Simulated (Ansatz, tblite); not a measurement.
**C₃₄H₂₆S₈Si₂: rung by rung**

How do method and basis change the picture of C₃₄H₂₆S₈Si₂ (singlet)?

Method: as each input shows; program: Ansatz 0.2.0, Gaussian basis.

The runs, in order: GFN1-xTB, GFN2-xTB, PBE-D4/def2-SVP, r2SCAN-D4/def2-SVP.

1 further run of the same task is left out (set aside as unsound or not needed).

## Step 1: The structure

The singlet was relaxed beforehand with PBE-D4/def2-SVP.

70 atoms, charge 0, spin multiplicity 1.

Bond lengths: C1–Si2 1.890 Å, C1–H45 1.109 Å, C1–H46 1.109 Å, C1–H47 1.110 Å, Si2–C3 1.891 Å, Si2–C4 1.891 Å, Si2–C5 1.849 Å, C3–H48 1.109 Å, C3–H49 1.110 Å, C3–H50 1.109 Å, C4–H51 1.110 Å, C4–H52 1.109 Å, C4–H53 1.109 Å, C5–C6 1.239 Å, C6–C7 1.405 Å, C7–C8 1.399 Å, C7–S44 1.776 Å, C8–C9 1.413 Å and more. Angles: Si2–C1–H45 111.0°, Si2–C1–H46 111.0°, Si2–C1–H47 110.5°, H45–C1–H46 108.0°, H45–C1–H47 108.1°, H46–C1–H47 108.1°, C1–Si2–C3 110.7°, C1–Si2–C4 110.5°, C1–Si2–C5 108.3°, C3–Si2–C4 110.4°, C3–Si2–C5 108.2°, C4–Si2–C5 108.6°, Si2–C3–H48 111.0°, Si2–C3–H49 110.6°, Si2–C3–H50 111.0°, H48–C3–H49 108.2°, H48–C3–H50 108.0°, H49–C3–H50 108.1° and more.

PBE0-D4/def2-SVP was run before; its log isn't repeated, and its numbers join the tables.

## Step 2: GFN1-xTB

Tight binding, by tblite at 300 K electronic temperature and without a spin-polarisation term:

```python
tblite.interface.Calculator('GFN1-xTB', numbers, positions, charge=0, uhf=0).singlepoint()
```

Energy -3240.3341 eV, HOMO -10.22 eV, LUMO -8.82 eV; 0.54 s.

## Step 3: GFN2-xTB

Tight binding, by tblite at 300 K electronic temperature and without a spin-polarisation term:

```python
tblite.interface.Calculator('GFN2-xTB', numbers, positions, charge=0, uhf=0).singlepoint()
```

Energy -3138.3956 eV, HOMO -9.70 eV, LUMO -8.31 eV; 0.56 s.

## Step 4: PBE-D4/def2-SVP

start.molden holds the orbitals of an earlier run on this state, given as this run's starting guess.

in.yaml

```yaml
crystal:
  periodic: [false, false, false]
  atoms:
    - {symbol: C, position_ang: [-16.468113, 1.051253, -1.943728]}
    - {symbol: Si, position_ang: [-15.915108, 0.073636, -0.423742]}
    - {symbol: C, position_ang: [-16.517658, -1.715545, -0.524474]}
    - {symbol: C, position_ang: [-16.547471, 0.893327, 1.158358]}
    - {symbol: C, position_ang: [-14.066851, 0.060599, -0.384502]}
    - {symbol: C, position_ang: [-12.829040, 0.031665, -0.343738]}
    - {symbol: C, position_ang: [-11.424198, 0.010391, -0.306860]}
    - {symbol: C, position_ang: [-10.589032, -0.800879, 0.469119]}
    - {symbol: C, position_ang: [-9.224375, -0.524736, 0.226298]}
    - {symbol: S, position_ang: [-7.717319, -1.150648, 0.836963]}
    - {symbol: C, position_ang: [-6.792826, -0.043233, -0.188992]}
    - {symbol: C, position_ang: [-5.353987, -0.061669, -0.143334]}
    - {symbol: C, position_ang: [-4.519179, -0.848565, 0.654704]}
    - {symbol: C, position_ang: [-3.153286, -0.574293, 0.413919]}
    - {symbol: S, position_ang: [-1.645981, -1.173885, 1.046064]}
    - {symbol: C, position_ang: [-0.721323, -0.088155, -0.002347]}
    - {symbol: C, position_ang: [0.718661, -0.083714, 0.035085]}
    - {symbol: C, position_ang: [1.590627, 0.696118, -0.731481]}
    - {symbol: C, position_ang: [2.942270, 0.430244, -0.417971]}
    - {symbol: S, position_ang: [4.476410, 1.029064, -0.982698]}
    - {symbol: C, position_ang: [5.352413, -0.028587, 0.134543]}
    - {symbol: C, position_ang: [6.793368, -0.015586, 0.170406]}
    - {symbol: C, position_ang: [7.640383, -0.859226, 0.894382]}
    - {symbol: C, position_ang: [9.003275, -0.542444, 0.681924]}
    - {symbol: S, position_ang: [10.516737, -1.179907, 1.254495]}
    - {symbol: C, position_ang: [11.424989, 0.010152, 0.297632]}
    - {symbol: C, position_ang: [12.829891, 0.013642, 0.336674]}
    - {symbol: C, position_ang: [14.068136, 0.011575, 0.374434]}
    - {symbol: Si, position_ang: [15.916121, 0.025560, 0.423514]}
    - {symbol: C, position_ang: [16.570530, -0.774272, -1.159775]}
    - {symbol: C, position_ang: [16.473211, -0.954406, 1.940580]}
    - {symbol: C, position_ang: [16.492353, 1.822388, 0.539842]}
    - {symbol: C, position_ang: [10.576093, 0.854140, -0.426412]}
    - {symbol: C, position_ang: [9.216609, 0.537775, -0.205104]}
    - {symbol: S, position_ang: [7.699255, 1.175512, -0.773977]}
    - {symbol: C, position_ang: [4.481824, -0.808833, 0.901603]}
    - {symbol: C, position_ang: [3.129506, -0.548322, 0.584054]}
    - {symbol: S, position_ang: [1.594137, -1.147910, 1.146832]}
    - {symbol: C, position_ang: [-1.557674, 0.696789, -0.803104]}
    - {symbol: C, position_ang: [-2.922033, 0.418696, -0.563905]}
    - {symbol: S, position_ang: [-4.429068, 1.020605, -1.196821]}
    - {symbol: C, position_ang: [-7.626060, 0.765086, -0.965880]}
    - {symbol: C, position_ang: [-8.994758, 0.491428, -0.729071]}
    - {symbol: S, position_ang: [-10.496793, 1.118305, -1.339873]}
    - {symbol: H, position_ang: [-16.085490, 0.588391, -2.875749]}
    - {symbol: H, position_ang: [-16.096834, 2.095231, -1.902354]}
    - {symbol: H, position_ang: [-17.575934, 1.082180, -2.003504]}
    - {symbol: H, position_ang: [-16.138723, -2.211445, -1.440859]}
    - {symbol: H, position_ang: [-17.626773, -1.753202, -0.544254]}
    - {symbol: H, position_ang: [-16.169381, -2.301429, 0.350187]}
    - {symbol: H, position_ang: [-17.657211, 0.913159, 1.170914]}
    - {symbol: H, position_ang: [-16.202827, 0.341782, 2.056434]}
    - {symbol: H, position_ang: [-16.182747, 1.937339, 1.238148]}
    - {symbol: H, position_ang: [-10.981839, -1.548209, 1.169062]}
    - {symbol: H, position_ang: [-4.900828, -1.582299, 1.376813]}
    - {symbol: H, position_ang: [1.247636, 1.420354, -1.480411]}
    - {symbol: H, position_ang: [7.274407, -1.670557, 1.535523]}
    - {symbol: H, position_ang: [17.680500, -0.778600, -1.164844]}
    - {symbol: H, position_ang: [16.224334, -0.221322, -2.056391]}
    - {symbol: H, position_ang: [16.220970, -1.822672, -1.249302]}
    - {symbol: H, position_ang: [17.580965, -0.971293, 2.006976]}
    - {symbol: H, position_ang: [16.115790, -2.002817, 1.890259]}
    - {symbol: H, position_ang: [16.078740, -0.502522, 2.873042]}
    - {symbol: H, position_ang: [17.600657, 1.875361, 0.567638]}
    - {symbol: H, position_ang: [16.142160, 2.409013, -0.333562]}
    - {symbol: H, position_ang: [16.100261, 2.307115, 1.456669]}
    - {symbol: H, position_ang: [10.955743, 1.652253, -1.075708]}
    - {symbol: H, position_ang: [4.826217, -1.522653, 1.659942]}
    - {symbol: H, position_ang: [-1.180929, 1.435043, -1.521512]}
    - {symbol: H, position_ang: [-7.243551, 1.518670, -1.666822]}
basis:
  gaussian: {orbitals: def2-SVP, fitting: {mean_field: def2-universal-jkfit}, initial_orbitals: start.molden}
hamiltonian: {xc: pbe, dispersion: d4}
scf: {omitted_lower_state_checks: [starts]}
output: {orbitals: {seedname: orbitals}}
```

The run is started by

```
> ansatz run in.yaml --threads 4 --pin off --events-out ev --progress --plain --max-ram 66560MiB --backend cuda --devices 0, --max-vram 37GiB
```

Further steps of the session: r2SCAN-D4/def2-SVP.

Before running them: what should the planned runs give, taken together? Wanted: gap in def2-SVP, named functionals, smallest and largest; binding an atom, functionals in def2-SVP.

The runs gave:

| quantity | value |
| --- | --- |
| gap in def2-SVP, named functionals, smallest and largest | 1.48 eV (PBE-D4), 2.65 eV (PBE0-D4) |
| binding an atom, functionals in def2-SVP | 5.00 (r2SCAN-D4) to 5.18 eV (PBE-D4) |

**Reading.** Orbital gaps of the named functionals in def2-SVP span 1.48 eV (PBE-D4) to 2.65 eV (PBE0-D4); exact exchange widens it.
